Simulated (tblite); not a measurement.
# C2H10Ge2OSi: the cost of one run

The runs use tblite 0.8.0 and PySCF 2.14.0, with density-fitted response routines of our own; the level of theory stands in each step. All values are computed, except where a source is named. Atoms count from 0, in the outputs and in this text.

## (1) The molecule as given

16 atoms, charge 0, multiplicity 1; geometry from: force field or distance geometry start.

Bonds of the start (Å): C0–C1 1.52, C1–O2 1.39, O2–Ge3 1.79, Ge3–Ge4 2.35, Ge4–Si5 2.27, Ge4–C1 1.93, C0–H6 1.11, C0–H7 1.09, C0–H8 1.10, C1–H9 1.13, Ge3–H10 1.53, Ge3–H11 1.54, Ge4–H12 1.53, Si5–H13 1.48, Si5–H14 1.47, Si5–H15 1.47.

## (2) Geometry optimisation with GFN2-xTB

What the job is given:

```
{"job": {"kind": "relax", "xc": "GFN2-xTB", "basis": "xTB"}, "charge": 0, "multiplicity": 1}
C     -1.997000    -1.020900    -0.431700
C     -1.029100    -0.284700     0.473700
O     -1.518300     1.003600     0.683700
Ge    -0.232400     2.173300     0.277000
Ge     0.558800     0.117500    -0.546800
Si     2.541100    -0.691900     0.211300
H     -2.700600    -0.324000    -0.940400
H     -1.433800    -1.559700    -1.200400
H     -2.546400    -1.738300     0.198200
H     -0.846400    -0.818800     1.453700
H      0.448700     2.766600     1.512400
H     -0.683600     3.167300    -0.805400
H      0.421600    -0.062800    -2.063200
H      3.496300     0.373800     0.586100
H      2.399400    -1.535800     1.411400
H      3.114100    -1.556100    -0.831100
```

Launch:

```bash
$ OMP_NUM_THREADS=1 python probes_run.py task.json out
```

The driver reads the jobs from task.json and runs them one after another.

**Question.** How long does this first job take on 1 thread of Arm Neoverse N1, shared host?

About 1.3 s.
